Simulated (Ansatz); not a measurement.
# ClH5O3Si: the cost of one run

Program: Ansatz 0.2.0. Level of theory: RKS CAM-B3LYP/def2-SVP. These are calculated values, not measurements.

## Step 1: The structure to begin with

Bond lengths: Si1–Cl2 2.480 Å, Si1–O3 1.680 Å, O3–H4 1.010 Å, Si1–H5 1.459 Å, Si1–O6 1.679 Å, O6–H7 1.010 Å, Si1–O8 1.980 Å, O8–H9 1.010 Å, Cl2–H10 1.530 Å. Angles: Si1–Cl2–H10 62.3°, Cl2–Si1–O3 109.4°, Cl2–Si1–H5 109.5°, Cl2–Si1–O6 109.5°, Cl2–Si1–O8 71.6°, O3–Si1–H5 109.5°, O3–Si1–O6 109.5°, O3–Si1–O8 67.1°, H5–Si1–O6 109.5°, H5–Si1–O8 72.9°, O6–Si1–O8 176.5°, Si1–O3–H4 109.5°, Si1–O6–H7 109.5°, Si1–O8–H9 109.5°.

Structure file:

```xyz
10

Si    0.0000    0.0000    0.0000
Cl    0.0000    0.0000    2.4800
O     1.5842    0.0000   -0.5594
H     1.9006   -0.9521   -0.6761
H    -0.6877    1.1914   -0.4862
O    -0.7913   -1.3709   -0.5594
H    -1.2459   -1.8365    0.2129
O     1.0384    1.5660    0.6243
H     1.8153    1.2522    1.1883
H     0.7490    1.1295    1.7690
```

## Step 2: A restrained relaxation towards end A

Springs on the bonds that form and break draw the guess towards this end; the thresholds are loose.

File input.yaml:

```yaml
crystal:
  periodic: [false, false, false]
  atoms:
    - { symbol: Si, position_ang: [0.0, 0.0, 0.0] }
    - { symbol: Cl, position_ang: [0.0, 0.0, 2.48] }
    - { symbol: O, position_ang: [1.5842, 0.0, -0.5594] }
    - { symbol: H, position_ang: [1.9006, -0.9521, -0.6761] }
    - { symbol: H, position_ang: [-0.6877, 1.1914, -0.4862] }
    - { symbol: O, position_ang: [-0.7913, -1.3709, -0.5594] }
    - { symbol: H, position_ang: [-1.2459, -1.8365, 0.2129] }
    - { symbol: O, position_ang: [1.0384, 1.566, 0.6243] }
    - { symbol: H, position_ang: [1.8153, 1.2522, 1.1883] }
    - { symbol: H, position_ang: [0.749, 1.1295, 1.769] }
basis:
  gaussian: { orbitals: def2-SVP }
hamiltonian:
  xc: cam_b3lyp
relax:
  f_tol: 0.15
  max_steps: 25
  restrain:
    - { distance: [0, 7], at: 2.88, k: 30.0 }
    - { distance: [9, 1], at: 2.57, k: 30.0 }
    - { distance: [0, 1], at: 2.13, k: 30.0 }
    - { distance: [9, 7], at: 1.01, k: 30.0 }
```

The run is started by

```bash
$ ansatz run input.yaml --threads 4 --pin off --max-ram 5120MiB --backend cpu --events-out ev --progress --plain --runs-dir out
```

**Question.** How long does this run take on 4 threads of Arm Neoverse V2, shared host, and how much memory does it need?

About 14 s, with a peak of 0.27 GiB.
